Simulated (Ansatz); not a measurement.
# CuI: the cost of one run

Method: reference: DFT, HSE06, plane waves, PAW, in Ansatz 0.2.0.

## (1) The system as given

Symmetry: F-43m, No. 216, cubic system. The conventional cell has a = 6.024 Å, b = 6.024 Å, c = 6.024 Å, α = 90.00°, β = 90.00°, γ = 90.00°. Cu (site symmetry -43m) is surrounded by 4 I at 2.61 Å. I (site symmetry -43m) has 4 Cu at 2.61 Å as nearest neighbours.

Structure file:

```
Cu I
1.0
     0.00000    3.01203    3.01203
     3.01203    0.00000    3.01203
     3.01203    3.01203    0.00000
Cu I
1 1
Cartesian
  0.0000 0.0000 0.0000
  1.5060 1.5060 1.5060
```

## (2) The reference run

The input, input.yaml:

```yaml
crystal:
  lattice:
    - [0.0, 3.0120291112, 3.0120291112]
    - [3.0120291112, 0.0, 3.0120291112]
    - [3.0120291112, 3.0120291112, 0.0]
  atoms:
    - { symbol: Cu, position: [0.0, 0.0, 0.0] }
    - { symbol: I, position: [0.25, 0.25, 0.25] }
kpoints:
  mp_grid: { grid: [4, 4, 4] }
hamiltonian:
  xc: hse06
scf:
  occupations: { method: fixed }
  n_extra_bands: 4
output:
  forces: true
  stress: true
  eigenvalues: true
```

The run is started by

```bash
$ ansatz run input.yaml --threads 4 --pin off --max-ram 3686MiB --backend cpu --events-out ev --progress --plain --runs-dir out
```

What time and memory should one allow on 4 threads of Arm Neoverse N1, shared host?

About 11 s, with a peak of 0.8 GiB.
